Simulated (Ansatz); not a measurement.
C2BrF3, SMILES FC(F)=C(F)Br, harmonic frequencies at the relaxed geometry

Computed with Ansatz 0.2.0, Python API.

`c2brf3.xyz`
```text
6

F     0.78030   -1.75320    0.03180
C    -0.15990   -0.70080    0.14090
F    -1.44470   -0.96590    0.54640
C     0.29170    0.56120   -0.15580
F     1.48970    0.75630   -0.58450
Br   -0.91490    2.03840   -0.02490
```

`c2brf3.py`
```python
import ansatz as az
import numpy as np

geometry = az.Crystal.molecule_from_extxyz("c2brf3.xyz")

calculation = (
    geometry.calculation()
    .basis(gaussian="def2-SVP")
    .functional("PBE")
)
symbols = [site.symbol for site in geometry.cartesian_sites]
start = np.array([site.position_ang for site in geometry.cartesian_sites], dtype=float)
data = calculation.relax(force_tolerance=0.003).run(threads=1, backend="cpu").report
end = np.array(data["positions_ang"])

print("final positions (A) and the move of each atom")
for symbol, xyz, old in zip(symbols, end, start):
    print(f"{symbol:2s} {xyz[0]:10.5f} {xyz[1]:10.5f} {xyz[2]:10.5f}   {np.linalg.norm(xyz - old):7.4f}")

minimum = az.Crystal.molecule()
for symbol, xyz in zip(symbols, end):
    minimum = minimum.atom(symbol, xyz.tolist())
vibrating = minimum.calculation().basis(gaussian="def2-SVP").functional("PBE").phonons(temperatures=(100, 500, 100))
vib = vibrating.run(threads=1, backend="cpu").report["vibrations"]
sums = vib["harmonic_sums"]
modes = [m["omega_inv_cm"] for m in sums["modes_at_gamma"] if m["rigid_motion"] == "no"]
for number, w in enumerate(modes, start=1):
    print(f"mode {number:2d} {w:9.1f} 1/cm {w / 8065.544 * 1000:8.2f} meV")
print("imaginary modes:", sum(w < 0 for w in modes), " zero-point energy:", round(sums["zero_point_energy_ev"], 4), "eV")
print("T (K)   F_vib (eV)   S_vib (meV/K)   C_vib (meV/K)")
for row in zip(sums["temperatures_k"], sums["vibrational_free_energy_ev"], vib["entropy_ev_per_k"], vib["heat_capacity_ev_per_k"]):
    print(f"{row[0]:6.1f} {row[1]:11.4f} {1000 * row[2]:13.4f} {1000 * row[3]:15.4f}")
```

```console
$ python c2brf3.py
final positions (A) and the move of each atom
F     0.66567   -1.74630    0.04979    0.1162
C    -0.13763   -0.69872    0.13575    0.0230
F    -1.35310   -1.01495    0.54328    0.1040
C     0.25449    0.55661   -0.16404    0.0384
F     1.50191    0.80026   -0.57053    0.0477
Br   -0.88915    2.03911   -0.04036    0.0300
mode  1     150.0 1/cm    18.60 meV
mode  2     157.8 1/cm    19.56 meV
mode  3     305.2 1/cm    37.84 meV
mode  4     350.7 1/cm    43.49 meV
mode  5     355.8 1/cm    44.12 meV
mode  6     500.0 1/cm    61.99 meV
mode  7     521.5 1/cm    64.66 meV
mode  8     658.3 1/cm    81.62 meV
mode  9    1008.8 1/cm   125.08 meV
mode 10    1209.4 1/cm   149.95 meV
mode 11    1332.0 1/cm   165.15 meV
mode 12    1778.1 1/cm   220.46 meV
imaginary modes: 0  zero-point energy: 0.5163 eV
T (K)   F_vib (eV)   S_vib (meV/K)   C_vib (meV/K)
 100.0      0.5140        0.0801          0.1720
 200.0      0.4965        0.2749          0.4019
 300.0      0.4592        0.4683          0.5525
 400.0      0.4035        0.6426          0.6591
 500.0      0.3313        0.7987          0.7386
```

What to keep in mind:
- The settings weren't tested for convergence.
- The frequencies are harmonic and unscaled, in a modest basis. The result belongs to the one conformer reached from this start, and soft torsions count as harmonic oscillators.
- It ran for 98 s on 1 thread of Arm Neoverse V2 (shared host), peak memory 0.21 GiB.

(Lines on the test bed's own set-up are left out of the output.)
